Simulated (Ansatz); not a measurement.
# GaGeC (doublet): from Hartree-Fock to the top rungs, cc-pVDZ

One table from this session's results is given with a row withheld; the runs are named, their logs left out.

The runs use Ansatz 0.2.0, Gaussian basis; cc-pVDZ, core rule «outside noble gas», up to 29 orbitals frozen.

To be run: UHF; CCSD(T) on ROHF; BCCD(T) on ROHF; CISD; CCSDT(Q) on ROHF; CCSDT(Q) on UHF; CASSCF and MRCISD+Q, 9 electrons in 9 orbitals; CASSCF and NEVPT2, 9 electrons in 9 orbitals.

40 further runs of the same task are left out: 2 for a known fault of the program, 26 that didn't finish, 12 set aside as unsound or not needed.

**The geometry**

The geometry is a PBE0/def2-TZVP stationary point (not a proven minimum). No spin-orbit coupling is included. The filled d shell of Ga, Ge may be among the frozen orbitals whatever the setting's name suggests; the logs give the count.

3 atoms, charge 0, spin multiplicity 2.

Atoms are counted from 1 here; the program's logs count them from 0.

Bond lengths: Ga1–C2 1.843 Å, C2–Ge3 1.780 Å. Angles: Ga1–C2–Ge3 114.4°.

The first run:

Contents of in.yaml:

```yaml
crystal:
  periodic: [false, false, false]
  atoms:
    - {symbol: Ga, position_ang: [0.000000, 0.075565, -1.553992]}
    - {symbol: C, position_ang: [0.000000, -0.904934, 0.006112]}
    - {symbol: Ge, position_ang: [0.000000, 0.077096, 1.490577]}
basis:
  gaussian: {orbitals: cc-pVDZ}
magnetization: {spin_polarized: true, initial_magnetization: 1}
hamiltonian: {xc: hf}
output: {orbitals: {seedname: orbitals}}
```

The run is started by

```console
$ ansatz run in.yaml --threads 1 --pin off --events-out ev --progress --plain --max-ram 2393MiB
```

Steps of the session up to this table: UHF; CCSD(T) on ROHF; BCCD(T) on ROHF; CISD; CCSDT(Q) on ROHF; CCSDT(Q) on UHF; CASSCF and MRCISD+Q, 9 electrons in 9 orbitals; CASSCF and NEVPT2, 9 electrons in 9 orbitals.

One of the session's tables, all rows but one given; the rest of the session is left out.

| method | from RCCSDT(Q) (meV) |
| --- | --- |
| ROHF | +8012.1 |
| RMP2 | +942.7 |
| RCCSD | ? |
| RCCSD(T) | +83.1 |
| BCCD(T) | +80.3 |
| RCCSDT | +66.9 |
| RCCSDT(Q) | 0 |

Estimate the missing values for RCCSD.

**Answer.** from RCCSDT(Q) (meV): +622.9. In the column «from RCCSDT(Q) (meV)» it lies between RCCSD(T) (+83.1) and RMP2 (+942.7).

Not comparable, so not listed: CISD; CCSDT(Q) on UHF (they don't share determinant, frozen orbitals or solution with the rows shown, or repeat one).

Left out of the table: CASSCF frontier, NEVPT2 frontier, MRCISD frontier, MRCISD+Q frontier (the active space lost an orbital or holds another state than full CI finds).

To keep in mind: Warnings in the runs' records: passed over end.
